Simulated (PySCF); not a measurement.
Molecule: CGaSeH3, in a box.

```
C Ga Se H
1.0
    11.00000    0.00000    0.00000
     0.00000   13.00000    0.00000
     0.00000    0.00000   13.00000
C Ga Se H
1 1 1 3
Direct
  0.50823 0.47610 0.42603
  0.52798 0.54461 0.55688
  0.52712 0.36967 0.54069
  0.41961 0.47140 0.38971
  0.58275 0.47252 0.37149
  0.53911 0.63356 0.63374
```

Base run:

```yaml
Program: PySCF 2.14.0
Functional: MN15-L
Potentials_or_basis: pob-tzvp-rev2 (all-electron)
k_mesh: 1 × 1 × 1
Occupations: fixed
Spin: no spin polarisation
```

Its results: gap between the frontier levels 4.15 eV.

Problem. After a change of settings the same cell gave: gap between the frontier levels 4.29 eV. Which change was it?
A. functional from MN15-L to PBE
B. functional from MN15-L to CAM-B3LYP; dispersion from none to D4
C. functional from MN15-L to HCTH407
D. functional from MN15-L to HLE16

Solution. D.

Caveats: this is a molecule in a periodic box at the Γ point, so its band gap is the HOMO-LUMO gap; relativity is left out, which matters for the heavier elements; the basis of atomic orbitals isn't converged, which shifts pressures, moduli and gaps.
